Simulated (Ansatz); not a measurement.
The system is Ti3S2.

```
Ti S
1.0
     2.71311    1.56642    3.23762
    -2.71311    1.56642    3.23762
     0.00000   -3.13283    3.23762
Ti S
3 2
Direct
  0.00000 0.33565 0.66434
  0.66434 0.00000 0.33565
  0.33565 0.66434 0.00000
  0.16784 0.16784 0.16784
  0.83216 0.83216 0.83216
```

The cell comes from a database or a generator and needn't be the stable form of this composition.

Base run:

- Program: Ansatz 0.2.0
- Functional: PBEsol
- Potentials or basis: Ansatz PAW
- Cutoff: 420 eV
- Density cutoff: 1680 eV
- k mesh: 6 × 6 × 6
- Occupations: fermi-dirac, width 0.05 eV
- Spin: no spin polarisation
- Hubbard terms: Ti d U = 6 eV

Its results: pressure 8.8 GPa; largest force 0.556 eV/Å.

Question: The run is repeated on the same cell with these changes: hubbard terms from Ti d U = 6 eV to Ti d U = 4 eV. What comes out?

Answer: Pressure 0.4 GPa; largest force 0.090 eV/Å.

Caveats: the PAW data sets come from PBE, with cores solved anew for the run's functional, which leaves a small shift of forces and pressure; the density of states is complete only up to the lowest level of the last band computed; U without spin polarisation on a metal has little footing (some runs).

Not every run made on this cell is shown here.
